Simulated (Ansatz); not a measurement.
This script makes a comparison of norm-conserving and PAW potentials of CaBPd₃, space group Pm-3m with the Python package of Ansatz (0.2.0).

`nc_paw.py`
```python
"""Norm-conserving against PAW potentials for CaBPd3."""

import ansatz as az
import numpy as np


def count_gap(report):
    # lowest empty less highest filled band, counting bands; zero where they overlap
    return max(report.get("gap_by_band_count_ev") or 0.0, 0.0)

system = (
    az.Lattice.of([4.278422, 0.0, 0.0], [0.0, 4.278422, 0.0], [0.0, 0.0, 4.278422])
    .atom("Ca", [0.5, 0.5, 0.5])
    .atom("B", [0.0, 0.0, 0.0])
    .atom("Pd", [0.5, 0.0, 0.0])
    .atom("Pd", [0.0, 0.5, 0.0])
    .atom("Pd", [0.0, 0.0, 0.5])
)

calc = (
    system.calculation()
    .functional("pbesol", dispersion="d3bjatm")
    .kpoints(mesh=(6, 6, 6))
    .occupations("fermi_dirac", width=0.3)
    .mixing("broyden", beta=0.5)
    .scf(extra_bands=12)
    .stress()
    .forces()
    .band_table()
)
variants = {
    "PAW": calc.pseudopotentials("paw"),
    "norm-conserving": calc.pseudopotentials("nc"),
}
# totals differ by the cores that each treatment holds, so compare what does not depend on them
rows = []
for label, variant in variants.items():
    r = variant.run(threads=1).report
    levels = np.array(r["eigenvalues_ev"][0]) - r["fermi_energy_ev"]
    print(label, "levels at the first k-point near E_F:", np.round(levels[np.abs(levels) < 5], 3))
    rows.append((label, r["n_electrons"], np.trace(r["stress_gpa"]) / 3, count_gap(r)))
for row in rows:
    print("; ".join(f"{name} = {round(v, 4) if isinstance(v, float) else v}" for name, v in zip(["treatment", "electrons in bands", "P GPa", "gap by band count eV"], row)))
```

How well do the two treatments of the cores agree on the pressure?

PAW gives -6.963 GPa and norm-conserving -7.001 GPa, 0.038 GPa apart. They took 4.0 and 18.3 s of processor time.

What the script printed:

```console
$ python nc_paw.py
DeckWarning: basis.ecutwfc = 420 eV, auto-derived from the records' recommended cutoffs: set by Ca (normal level)
PAW levels at the first k-point near E_F: [-4.764 -4.764 -4.764 -4.402 -4.402 -2.727 -2.727 -2.727 -2.634 -2.634
 -1.433 -1.433 -1.433 -1.405 -1.317 -1.317 -1.317  3.066  3.066]
DeckWarning: basis.ecutwfc = 1115.666836 eV, auto-derived from the records' recommended cutoffs: set by Pd (normal level)
norm-conserving levels at the first k-point near E_F: [-4.766 -4.766 -4.766 -4.403 -4.403 -2.725 -2.725 -2.725 -2.635 -2.635
 -1.433 -1.433 -1.433 -1.402 -1.315 -1.315 -1.315  3.067  3.067]
treatment = PAW; electrons in bands = 67.0; P GPa = -6.9628; gap by band count eV = 0.0
treatment = norm-conserving; electrons in bands = 67.0; P GPa = -7.0008; gap by band count eV = 0.0
```
(Warnings from the package without file and line.)

What to keep in mind:
- The settings weren't tested for convergence.
- Dispersion corrections can be off by several per cent in the lattices of metals, and by several GPa in the pressure at a fixed cell.
- The mesh is modest for a metal, so energies can be off by several to tens of meV an atom and pressures by half a GPa or more; differences at equal mesh fare better.
- A Fermi-Dirac width this large means warm electrons, whose thermal share enters the free energy.
- A gap by band count of zero or less means overlapping bands, a metal, and at an odd count of electrons it is no gap at all.
- At these settings the cell as given stands under about -7 GPa, so it isn't at this functional's equilibrium volume.
- This cell is a computed structure, which may not be the phase found in nature.
- Levels are Kohn-Sham eigenvalues on this mesh, without spin-orbit coupling.
- Stress is positive in compression.
- Wall time of the script: 23 s on 1 thread of Arm Neoverse V1, on a shared host, peak memory 0.58 GiB.
